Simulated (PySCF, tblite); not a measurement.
# C₇H₁₃PS: geometry, infrared bands and NMR shifts

What infrared bands and NMR shifts should C₇H₁₃PS (`CP(C)(=S)C1=CCCC1`) show?

The runs use tblite 0.8.0 and PySCF 2.14.0, with density-fitted response routines of our own; the level of theory stands in each step. All values are computed, except where a source is named. Atoms count from 0, in the outputs and in this text.

**1. The starting structure**

22 atoms, charge 0, multiplicity 1; geometry from: force field or distance geometry start.

Bonds of the start (Å): C0–P1 1.80, P1–C2 1.83, P1–S3 1.74, P1–C4 1.78, C4–C5 1.32, C5–C6 1.49, C6–C7 1.48, C7–C8 1.51, C8–C4 1.50, C0–H9 1.13, C0–H10 1.09, C0–H11 1.12, C2–H12 1.11, C2–H13 1.12, C2–H14 1.11, C5–H15 1.10, C6–H16 1.13, C6–H17 1.10, C7–H18 1.12, C7–H19 1.11, C8–H20 1.09, C8–H21 1.11.

**2. Relaxing the molecule with GFN2-xTB**

The job: settings as JSON, then the geometry in Å.

```
{"job": {"kind": "relax", "xc": "GFN2-xTB", "basis": "xTB"}, "charge": 0, "multiplicity": 1}
C     -2.217100     1.510100    -0.259500
P     -1.441800     0.101500     0.547600
C     -2.173500    -1.471000    -0.032400
S     -1.854100     0.185100     2.236600
C      0.322600     0.029400     0.321400
C      1.238300     0.698000     1.000300
C      2.615100     0.390900     0.507800
C      2.362700    -0.129400    -0.858700
C      1.014500    -0.802500    -0.715300
H     -2.960200     1.994200     0.442700
H     -1.478200     2.245100    -0.576100
H     -2.817700     1.148200    -1.137400
H     -1.431900    -2.270100     0.160500
H     -3.067400    -1.684300     0.601000
H     -2.424700    -1.423900    -1.108300
H      0.990100     1.377900     1.827100
H      2.987100    -0.423300     1.195800
H      3.276500     1.268100     0.536800
H      2.296400     0.745700    -1.548700
H      3.121600    -0.866900    -1.202800
H      1.187000    -1.777600    -0.271400
H      0.444200    -0.825800    -1.668000
```

On the command line:

```
$ OMP_NUM_THREADS=1 python probes_run.py task.json out
```

This one command runs all jobs of the session in turn.

**Question.** This job is followed by: GFN2-xTB harmonic vibrations, gas phase; GIAO PBE0/pcSseg-1 NMR shielding, non-relativistic, gas phase. What will the session give for the following? strongest single infrared mode (GFN2-xTB); zero-point energy (GFN2-xTB); 13C shifts against TMS (PBE0/pcSseg-1, means over atoms taken as alike); 1H shifts against TMS (PBE0/pcSseg-1, means over atoms taken as alike); 31P shifts against H3PO4 (PBE0/pcSseg-1); 33S shifts against CS2 (PBE0/pcSseg-1).

As calculated:

| quantity | value |
| --- | --- |
| strongest single infrared mode (GFN2-xTB) | 897 cm⁻¹, 170 km/mol |
| zero-point energy (GFN2-xTB) | 113.5 kcal/mol |
| 13C shifts against TMS (PBE0/pcSseg-1, means over atoms taken as alike) | 159.8, 147.8, 37.6, 36.3, 29.3, 25.6 ppm |
| 1H shifts against TMS (PBE0/pcSseg-1, means over atoms taken as alike) | 7.16, 2.60, 2.38, 2.13, 1.55 ppm |
| 31P shifts against H3PO4 (PBE0/pcSseg-1) | 7.2 ppm |
| 33S shifts against CS2 (PBE0/pcSseg-1) | -251 ppm |

**Reading.** Over 176 steps the energy fell by 1.775 eV; of the close pairs, P1–S3 changed most, 1.741 to 1.938 Å. No mode is imaginary among the 60: a minimum at this level. The strongest single mode, at 897 cm⁻¹, has its largest shares on P1, H11, H14 and H12 (the list is cut at 4 atoms). Unscaled tight-binding wavenumbers are off by several per cent, some by more. Its intensities can rank the bands wrongly. The most deshielded hydrogen is H15 (hydrogen on an alkene CH), at 7.16 ppm: attached to an sp2 carbon and in the plane of the double bond. At PBE0/pcSseg-1: The widest tensor belongs to C5: span 224 ppm, with a paramagnetic part of -225 ppm.
